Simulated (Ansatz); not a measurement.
# CH4SZn: the cost of one run

Method: PBE0-D4/def2-TZVP structures, single points in def2-TZVPP, no counterpoise correction; program: Ansatz 0.2.0, Gaussian basis.

Levels: SPW92, PBE-D4, BLYP-D4, r2SCAN-D4, B97M-V, PBE0-D4, B3LYP-D4, r2SCAN0-D4, BHLYP-D4, CAM-B3LYP-D4, wB97X-V, wB97M-V, B2PLYP, PBE-QIDH, RPA on PBE, Hartree-Fock, MP2, CCSD, CCSD(T).

Cores are frozen in the correlated methods. The 3s and 3p shells of Cu and Zn are frozen; filled d shells are correlated. B3LYP uses VWN-RPA correlation. B2PLYP carries no dispersion term here.

94 further runs of the same task are left out: 94 set aside as unsound or not needed.

## 1. The system as given

The complex: 9 atoms, charge 0, spin multiplicity 1.

Atoms are counted from 1 here; the program's logs count them from 0.

Bond lengths: Zn1–C3 1.934 Å, Zn1–S5 2.179 Å, H2–H4 0.748 Å, C3–H6 1.092 Å, C3–H7 1.092 Å, C3–H8 1.092 Å, S5–H9 1.345 Å. Angles: C3–Zn1–S5 179.0°, Zn1–C3–H6 110.4°, Zn1–C3–H7 110.8°, Zn1–C3–H8 110.4°, H6–C3–H7 108.3°, H6–C3–H8 108.3°, H7–C3–H8 108.5°, Zn1–S5–H9 92.7°.

Coordinates:

```xyz
9
charge 0, multiplicity 1
Zn   -0.5888    0.5401   -0.3690
H     1.0639   -0.6859    2.5498
C    -0.0209   -0.9115   -1.5134
H     0.5545   -0.1385    2.5451
S    -1.2636    2.1613    0.9203
H    -0.8508   -1.5967   -1.6995
H     0.3337   -0.5324   -2.4739
H     0.7883   -1.4736   -1.0427
H    -0.0163    2.6373    1.0832
```

Its parts: CH₄SZn holds atoms 1, 3, 5, 6, 7, 8, 9; H₂ holds atoms 2, 4. Each part counts its atoms afresh in its own runs.

## 2. Relaxing CH₄SZn alone

File relax-a/in.yaml:

```yaml
crystal:
  periodic: [false, false, false]
  atoms:
    - {symbol: Zn, position_ang: [-0.588806, 0.540061, -0.368995]}
    - {symbol: C, position_ang: [-0.020909, -0.911460, -1.513386]}
    - {symbol: S, position_ang: [-1.263591, 2.161329, 0.920343]}
    - {symbol: H, position_ang: [-0.850843, -1.596671, -1.699537]}
    - {symbol: H, position_ang: [0.333699, -0.532368, -2.473856]}
    - {symbol: H, position_ang: [0.788287, -1.473647, -1.042663]}
    - {symbol: H, position_ang: [-0.016278, 2.637290, 1.083167]}
basis:
  gaussian: {orbitals: def2-TZVP}
hamiltonian: {xc: pbe0, dispersion: d4}
relax: {f_tol: 0.005, max_steps: 200}
```

Run with:

```console
> ansatz run in.yaml --threads 4 --pin off --events-out ev --progress --plain --max-ram 9574MiB
```

**Question.** How long does this run take on 4 threads of Intel Xeon at 2.50GHz, shared host?

About 12 s.
